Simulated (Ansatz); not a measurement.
# Pt: a surface, (100), 6 layers, part 2 of 2

Aim: cut a slab of Pt (100), 6 layers from the relaxed bulk, relax it, and get surface energy and work function. Methods of the runs shown: LAPW. Companion runs by PAW are cited. Its runs: bulk in the slab's orientation (LAPW); the reference run (LAPW); atoms relaxed (LAPW); vacuum of 13 Å (LAPW); Au in place of Pt in the outer layer (LAPW); Au in place of Pt in the middle layer (LAPW).

Ansatz 0.2.0; DFT PBE; a cell built from a prototype (fcc type), not taken from measurement. Earlier steps stand in the parts before.

## 5. Atoms relaxed, LAPW

input.yaml reads:

```yaml
crystal:
  lattice:
    - [2.8080030017, 0.0, 0.0]
    - [0.0, 2.8080030017, 0.0]
    - [0.0, 0.0, 25.9278]
  atoms:
    - { symbol: Pt, position: [0.25, 0.25, 0.3107378669] }
    - { symbol: Pt, position: [0.75, 0.75, 0.3854489703] }
    - { symbol: Pt, position: [0.25, 0.25, 0.4616921291] }
    - { symbol: Pt, position: [0.75, 0.75, 0.5383078709] }
    - { symbol: Pt, position: [0.25, 0.25, 0.6145510297] }
    - { symbol: Pt, position: [0.75, 0.75, 0.6892621332] }
kpoints:
  mp_grid: { grid: [12, 12, 1] }
scf:
  occupations: { method: fermi_dirac, width: 0.08 }
hamiltonian:
  xc: pbe
  pseudopotentials: { kind: all_electron, lapw: { basis_error: 0.001 } }
output:
  forces: true
  stress: true
  eigenvalues: true
relax:
  f_tol: 0.01
  max_steps: 12
efield:
  axis: 3
  amplitude: 0
  dipole_correction: true
```

Launch:

```bash
$ ansatz run input.yaml --threads 2 --pin off --max-ram 4096MiB --backend cpu --events-out ev --progress --plain --runs-dir out
```

Log (excerpt; [...] marks lines left out):

```text
[...]
LAPW: plane waves up to 8.727 Å⁻¹, error target 1.0e-3 eV per atom; small_component_spin mean_spin; Pt in spheres of 1.345 Å, 42 of its electrons in bands, Dirac shells []
[...]
Pseudopotentials: kind: all_electron
Pseudopotential: Pt, LAPW, valence charge 42, Koelling and Harmon's equation, gaussian nucleus
Functional definition: PBE
[...]
Crystal: 6 atoms, lattice volume = 204.438 Å³
Basis set: ecut = 290.1891041317476 eV, 2277 PW (Γ), exchange–correlation at level 2
Bands: 152, of which v1, the nominal top of the filled ones, is band 126 counted from 1 (125 counted from 0)
Symmetry: 8 space group operations
k-points: 28 of 144
[...]
SCF iter   1: F=—  HF=-3005744.329270 eV  |F-HF|=—  |Δ(HF+E_count)|=         —  Δρ=2.81e-2  dr2=5.99e0  ethr=2.38e-3  p=-0.000 e·Å  D=-4.76e-13 V/Å  ΔV_dip=0.00 eV  dr2_dipole=1.47e-11  V_vac-E_F(+/−)=4.69/4.69 eV  ⟨swp⟩=2.0  Hψ=26276  notcnv=0
[...]
E sigma→0 (E₀):  -3005742.134234 eV
Entropy (-TS):   -0.226313 eV (-37.719 meV/atom)
Fermi energy:    9.578634 eV
Dipole field:    D = 0.000000 V/Å  (p = 0.000000 e·Å, saw-weighted, corrected)
Work function:   Φ+ = 5.6535 eV   Φ− = 5.6535 eV
Levels:          The Fermi level and band energies are counted from a zero that moves with the ramp; work functions are not
[...]
--- Forces (eV/Å), atoms counted from 1 ---
  atom   1  Pt     0.00000000     0.00000000     0.00159819
  atom   2  Pt    -0.00000000     0.00000000    -0.00070988
  atom   3  Pt    -0.00000000     0.00000000     0.00182260
  atom   4  Pt     0.00000000     0.00000000    -0.00182259
  atom   5  Pt     0.00000000     0.00000000     0.00070984
  atom   6  Pt    -0.00000000     0.00000000    -0.00159820
[...]
--- Stress (GPa, compression-positive) ---
       -2.486911       0.000000      -0.000000
        0.000000      -2.486911       0.000000
       -0.000000       0.000000      -0.009576
  P = ⅓ Tr σ = -1.6611 GPa (-16.611 kbar)
--- Band table (eV; the first three rows and the last of 28) ---
```

## 6. More of the same log: atoms relaxed, LAPW

Output, continued (excerpt; [...] marks lines left out):

```text
[...]
--- Relaxed structure (2 steps of the walk, 2 accepted, 0 SCFs on fresh bases) ---
  F+E_penalty+E_count = -3005742.24739047 eV   max|allowed force component| = 1.823e-3 eV/Å
  atoms:
    - { symbol: Pt, position: [0.25000000000000006, 0.25000000000000006, 0.31073786690000005] }
    - { symbol: Pt, position: [0.7500000000000001, 0.7500000000000001, 0.3854489703000001] }
    - { symbol: Pt, position: [0.25000000000000006, 0.25000000000000006, 0.4616921291000001] }
    - { symbol: Pt, position: [0.7500000000000001, 0.7500000000000001, 0.5383078709000001] }
    - { symbol: Pt, position: [0.25000000000000006, 0.25000000000000006, 0.6145510297000001] }
    - { symbol: Pt, position: [0.7500000000000001, 0.7500000000000001, 0.6892621332000001] }
```

Wall time 5.2 min (2 threads of Intel Xeon Platinum 8375C at 2.90GHz (Ice Lake), shared host); peak memory 1.7 GiB.

The steps of the relaxation:

| step | energy from step 1 (eV/cell) | largest force component (eV/Å) |
| --- | --- | --- |
| 1 | 0.0000 | 0.0018 |
| 2 | 0.0000 | 0.0018 |

Step 1 is the start. Step 2 solves the same geometry again.

This run gives: no gap; work function 5.65 eV.

## 7. Vacuum of 13 Å, LAPW

input.yaml reads:

```yaml
crystal:
  lattice:
    - [2.8080030017, 0.0, 0.0]
    - [0.0, 2.8080030017, 0.0]
    - [0.0, 0.0, 22.8143]
  atoms:
    - { symbol: Pt, position: [0.25, 0.25, 0.2849089941] }
    - { symbol: Pt, position: [0.75, 0.75, 0.3698160281] }
    - { symbol: Pt, position: [0.25, 0.25, 0.4564641993] }
    - { symbol: Pt, position: [0.75, 0.75, 0.5435358005] }
    - { symbol: Pt, position: [0.25, 0.25, 0.6301839717] }
    - { symbol: Pt, position: [0.75, 0.75, 0.7150910059] }
kpoints:
  mp_grid: { grid: [12, 12, 1] }
scf:
  occupations: { method: fermi_dirac, width: 0.08 }
hamiltonian:
  xc: pbe
  pseudopotentials: { kind: all_electron, lapw: { basis_error: 0.001 } }
output:
  forces: true
  stress: true
  eigenvalues: true
efield:
  axis: 3
  amplitude: 0
  dipole_correction: true
```

Launch:

```bash
$ ansatz run input.yaml --threads 2 --pin off --max-ram 4096MiB --backend cpu --events-out ev --progress --plain --runs-dir out
```

Log (excerpt; [...] marks lines left out):

```text
LAPW: plane waves up to 8.419 Å⁻¹, error target 1.0e-3 eV per atom; small_component_spin mean_spin; Pt in spheres of 1.387 Å, 42 of its electrons in bands, Dirac shells []
[...]
[... 3 set-up lines as earlier in the session ...]
[...]
Crystal: 6 atoms, lattice volume = 179.888 Å³
Basis set: ecut = 270.0734836387698 eV, 1833 PW (Γ), exchange–correlation at level 2
Bands: 152, of which v1, the nominal top of the filled ones, is band 126 counted from 1 (125 counted from 0)
[... 1 set-up line as earlier in the session ...]
k-points: 28 of 144
[...]
SCF iter   1: F=—  HF=-3005744.329643 eV  |F-HF|=—  |Δ(HF+E_count)|=         —  Δρ=2.59e-2  dr2=5.65e0  ethr=2.24e-3  p=0.000 e·Å  D=1.56e-14 V/Å  ΔV_dip=-0.00 eV  dr2_dipole=1.62e-11  V_vac-E_F(+/−)=4.69/4.69 eV  ⟨swp⟩=2.0  Hψ=26155  notcnv=0
[...]
the basis was enlarged: its passes take 2.3 MiB over the memory plan, 2 of 2 planned eigensolver slots
[...]
WARN: efield: at this solve's end the planar-averaged density reaches 1.38e-5 e/Å³ inside the ramp window [0.9062, 0.0938] (bound 1e-5 e/Å³); the window's nearer edge stands 4.36 Å from this solve's nearest atom along the axis. Its work functions, free energy, forces, stress, dipole, [...]
E sigma→0 (E₀):  -3005742.134475 eV
Entropy (-TS):   -0.226314 eV (-37.719 meV/atom)
Fermi energy:    11.657474 eV
Dipole field:    D = 0.000000 V/Å  (p = 0.000000 e·Å, saw-weighted, corrected)
Work function:   Φ+ = 5.6533 eV   Φ− = 5.6533 eV
Levels:          The Fermi level and band energies are counted from a zero that moves with the ramp; work functions are not
Vacuum region:   at the solve's end the planar-averaged density reaches 1.38e-5 e/Å³ inside the ramp window [0.9062, 0.0938] (bound 1e-5 e/Å³)
[...]
--- Forces (eV/Å), atoms counted from 1 ---
  atom   1  Pt    -0.00000000     0.00000000     0.00155364
  atom   2  Pt    -0.00000000     0.00000000    -0.00081502
  atom   3  Pt    -0.00000000     0.00000000     0.00197762
  atom   4  Pt     0.00000000     0.00000000    -0.00197737
  atom   5  Pt     0.00000000     0.00000000     0.00081523
  atom   6  Pt     0.00000000     0.00000000    -0.00155393
[...]
--- Stress (GPa, compression-positive) ---
       -2.826019       0.000000       0.000000
        0.000000      -2.826019       0.000000
        0.000000       0.000000      -0.010301
  P = ⅓ Tr σ = -1.8874 GPa (-18.874 kbar)
--- Band table (eV; the first three rows and the last of 28) ---
[...]
```

It took 3.3 min on 2 threads of Intel Xeon Platinum 8375C at 2.90GHz (Ice Lake), shared host; peak memory 1.5 GiB.

Result: no gap; work function 5.65 eV.

## 8. Au in place of Pt in the outer layer, LAPW

input.yaml reads:

```yaml
crystal:
  lattice:
    - [2.8080030017, 0.0, 0.0]
    - [0.0, 2.8080030017, 0.0]
    - [0.0, 0.0, 25.9278]
  atoms:
    - { symbol: Au, position: [0.25, 0.25, 0.3107378669] }
    - { symbol: Pt, position: [0.75, 0.75, 0.3854489703] }
    - { symbol: Pt, position: [0.25, 0.25, 0.4616921291] }
    - { symbol: Pt, position: [0.75, 0.75, 0.5383078709] }
    - { symbol: Pt, position: [0.25, 0.25, 0.6145510297] }
    - { symbol: Pt, position: [0.75, 0.75, 0.6892621332] }
kpoints:
  mp_grid: { grid: [12, 12, 1] }
scf:
  occupations: { method: fermi_dirac, width: 0.08 }
hamiltonian:
  xc: pbe
  pseudopotentials: { kind: all_electron, lapw: { basis_error: 0.001 } }
output:
  forces: true
  stress: true
  eigenvalues: true
efield:
  axis: 3
  amplitude: 0
  dipole_correction: true
```

Launch:

```bash
$ ansatz run input.yaml --threads 2 --pin off --max-ram 4096MiB --backend cpu --events-out ev --progress --plain --runs-dir out
```

Log (excerpt; [...] marks lines left out):

```text
LAPW: plane waves up to 8.430 Å⁻¹, error target 1.0e-3 eV per atom; small_component_spin mean_spin; Pt in spheres of 1.385 Å, 42 of its electrons in bands, Dirac shells []; Au in spheres of 1.389 Å, 43 of its electrons in bands, Dirac shells []
[...]
[... 1 set-up line as earlier in the session ...]
Pseudopotential: Au, LAPW, valence charge 43, Koelling and Harmon's equation, gaussian nucleus
[... 2 set-up lines as earlier in the session ...]
[...]
Crystal: 6 atoms, lattice volume = 204.438 Å³
Basis set: ecut = 270.7758552331527 eV, 2089 PW (Γ), exchange–correlation at level 2
Bands: 152, of which v1, the nominal top of the filled ones, is band 127 counted from 1 (126 counted from 0)
[... 1 set-up line as earlier in the session ...]
Space group: P4mm (ITA 99), of the structure as read, at distance tolerance 5.9e-5 Å
k-points: 28 of 144
[...]
E sigma→0 (E₀):  -3022010.018649 eV
Entropy (-TS):   -0.183661 eV (-30.610 meV/atom)
Fermi energy:    9.701803 eV
Dipole field:    D = -0.017424 V/Å  (p = -0.019685 e·Å, saw-weighted, corrected)
Work function:   Φ+ = 5.6492 eV   Φ− = 5.1974 eV
Levels:          The Fermi level and band energies are counted from a zero that moves with the ramp; work functions are not
[...]
--- Forces (eV/Å), atoms counted from 1 ---
  atom   1  Au     0.00000000     0.00000000    -1.06949284
  atom   2  Pt    -0.00000000     0.00000000     0.94937453
  atom   3  Pt    -0.00000000     0.00000000     0.15139668
  atom   4  Pt     0.00000000     0.00000000    -0.00272799
  atom   5  Pt     0.00000000     0.00000000    -0.01884444
  atom   6  Pt    -0.00000000     0.00000000    -0.00994730
[...]
--- Stress (GPa, compression-positive) ---
       -0.343918       0.000000      -0.000000
        0.000000      -0.343918       0.000000
       -0.000000       0.000000       1.703265
  P = ⅓ Tr σ = 0.3385 GPa (3.385 kbar)
--- Band table (eV; the first three rows and the last of 28) ---
[...]
```

Wall time 3.9 min (2 threads of Intel Xeon Platinum 8375C at 2.90GHz (Ice Lake), shared host); peak memory 1.6 GiB.

Read from it: no gap; largest force 1.069 eV/Å; work function 5.65 / 5.20 eV.

## 9. Au in place of Pt in the middle layer, LAPW

input.yaml, as its differences from that of step 8:

```diff
@@ -6,5 +6,5 @@
   atoms:
-    - { symbol: Au, position: [0.25, 0.25, 0.3107378669] }
+    - { symbol: Pt, position: [0.25, 0.25, 0.3107378669] }
     - { symbol: Pt, position: [0.75, 0.75, 0.3854489703] }
-    - { symbol: Pt, position: [0.25, 0.25, 0.4616921291] }
+    - { symbol: Au, position: [0.25, 0.25, 0.4616921291] }
     - { symbol: Pt, position: [0.75, 0.75, 0.5383078709] }
```

Launch:

```bash
$ ansatz run input.yaml --threads 2 --pin off --max-ram 4096MiB --backend cpu --events-out ev --progress --plain --runs-dir out
```

Log (excerpt; [...] marks lines left out):

```text
LAPW: plane waves up to 8.419 Å⁻¹, error target 1.0e-3 eV per atom; small_component_spin mean_spin; Pt in spheres of 1.387 Å, 42 of its electrons in bands, Dirac shells []; Au in spheres of 1.390 Å, 43 of its electrons in bands, Dirac shells []
[...]
[... 4 set-up lines as earlier in the session ...]
[...]
Crystal: 6 atoms, lattice volume = 204.438 Å³
Basis set: ecut = 270.0732956349194 eV, 2065 PW (Γ), exchange–correlation at level 2
Bands: 152, of which v1, the nominal top of the filled ones, is band 127 counted from 1 (126 counted from 0)
[... 2 set-up lines as earlier in the session ...]
k-points: 28 of 144
[...]
E sigma→0 (E₀):  -3022009.403415 eV
Entropy (-TS):   -0.201469 eV (-33.578 meV/atom)
Fermi energy:    9.551273 eV
Dipole field:    D = 0.002123 V/Å  (p = 0.002399 e·Å, saw-weighted, corrected)
Work function:   Φ+ = 5.6660 eV   Φ− = 5.7211 eV
Levels:          The Fermi level and band energies are counted from a zero that moves with the ramp; work functions are not
[...]
--- Forces (eV/Å), atoms counted from 1 ---
  atom   1  Pt    -0.00000000     0.00000000    -0.02519943
  atom   2  Pt    -0.00000000     0.00000000    -0.81791064
  atom   3  Au    -0.00000000     0.00000000     0.05167718
  atom   4  Pt     0.00000000     0.00000000     0.75561458
  atom   5  Pt     0.00000000     0.00000000     0.03372702
  atom   6  Pt     0.00000000     0.00000000     0.00239309
[...]
--- Stress (GPa, compression-positive) ---
       -0.306858       0.000000       0.000000
        0.000000      -0.306858       0.000000
        0.000000       0.000000       2.638060
  P = ⅓ Tr σ = 0.6748 GPa (6.748 kbar)
--- Band table (eV; the first three rows and the last of 28) ---
[...]
```

Run time: 4.9 min. Hardware: 2 threads of Intel Xeon Platinum 8375C at 2.90GHz (Ice Lake), shared host; peak memory 1.7 GiB.

Read from it: no gap; largest force 0.818 eV/Å; work function 5.67 / 5.72 eV.

## 10. Side by side

Rows by PAW come from runs of the same series that aren't printed here.

| run | surface energy (J/m²) | work function (eV; upper / lower face where they differ) | gap (eV) | largest force (eV/Å) | time |
| --- | --- | --- | --- | --- | --- |
| Slab as cut, LAPW | 1.862 | 5.67 | none | 0.312 | 3.6 min |
| Atoms relaxed, LAPW | 1.846 | 5.65 | none | 0.002 | 5.2 min |
| Vacuum of 13 Å, LAPW | 1.846 | 5.65 | none | 0.002 | 3.3 min |
| Au in place of Pt in the outer layer, LAPW | – | 5.65 / 5.20 | none | 1.069 | 3.9 min |
| Au in place of Pt in the middle layer, LAPW | – | 5.67 / 5.72 | none | 0.818 | 4.9 min |
| Slab as cut, PAW | 1.861 | 5.67 | none | 0.310 | 15 s |
| Atoms relaxed, PAW | 1.845 | 5.65 | none | 0.002 | 80 s |
| Vacuum of 13 Å, PAW | 1.845 | 5.65 | none | 0.001 | 14 s |
| Core holes in 4f of Pt, PAW | – | – | none | 0.001 | 67 s |
| Au in place of Pt in the outer layer, PAW | – | 5.65 / 5.20 | none | 1.072 | 15 s |
| Au in place of Pt in the middle layer, PAW | – | 5.67 / 5.72 | none | 0.818 | 18 s |

Surface energy: (F of the slab less that of as many bulk atoms) over twice the area, the bulk computed in the slab's orientation.

Core-hole binding energies as the program printed them (eV):

| atom | atoms alike | shell | binding | shift |
| --- | --- | --- | --- | --- |
| Pt1 | 2 | 4f | 71.07 | 0.00 |
| Pt2 | 2 | 4f | 71.75 | 0.68 |
| Pt3 | 2 | 4f | 71.73 | 0.66 |

## 11. Results

The summary covers parts 1 to 2.

| quantity | value |
| --- | --- |
| surface energy (LAPW, relaxed) | 1.85 J/m² |
| work function (LAPW, relaxed) | 5.65 eV |
| outer layer spacing (LAPW) | 1.99 → 1.94 Å |
| surface core-level shift by Z+1 (LAPW) | -0.61 eV |
| surface energy (PAW, relaxed) | 1.84 J/m² |
| work function (PAW, relaxed) | 5.65 eV |
| outer layer spacing (PAW) | 1.99 → 1.94 Å |
| surface core-level shift by Z+1 (PAW) | -0.61 eV |
| core-level shifts among the layers (PAW holes) | Pt1 +0.00, Pt2 +0.68, Pt3 +0.66 eV |

**Reading.** By LAPW the surface costs 1.86 J/m² as cut and 1.85 J/m² relaxed. The outermost spacing changes by -2.4 % (LAPW). Vacuum of 13 Å moves the work function by less than 0.01 eV (LAPW). Putting the next element in the outer rather than the middle layer costs -0.61 eV (LAPW); in the Z+1 picture that is the binding energy at the surface less that inside. The outermost spacing changes by -2.4 % (PAW). Vacuum of 13 Å moves the work function by less than 0.01 eV (PAW). Thickness wasn't converged, and no reconstruction was sought. Spin-orbit coupling is left out, though the cell holds Pt; in elements this heavy it can shift bands and gaps by tenths of an eV. The program warned that the vacuum holds more density than its bound, so energies and levels may be slightly off.
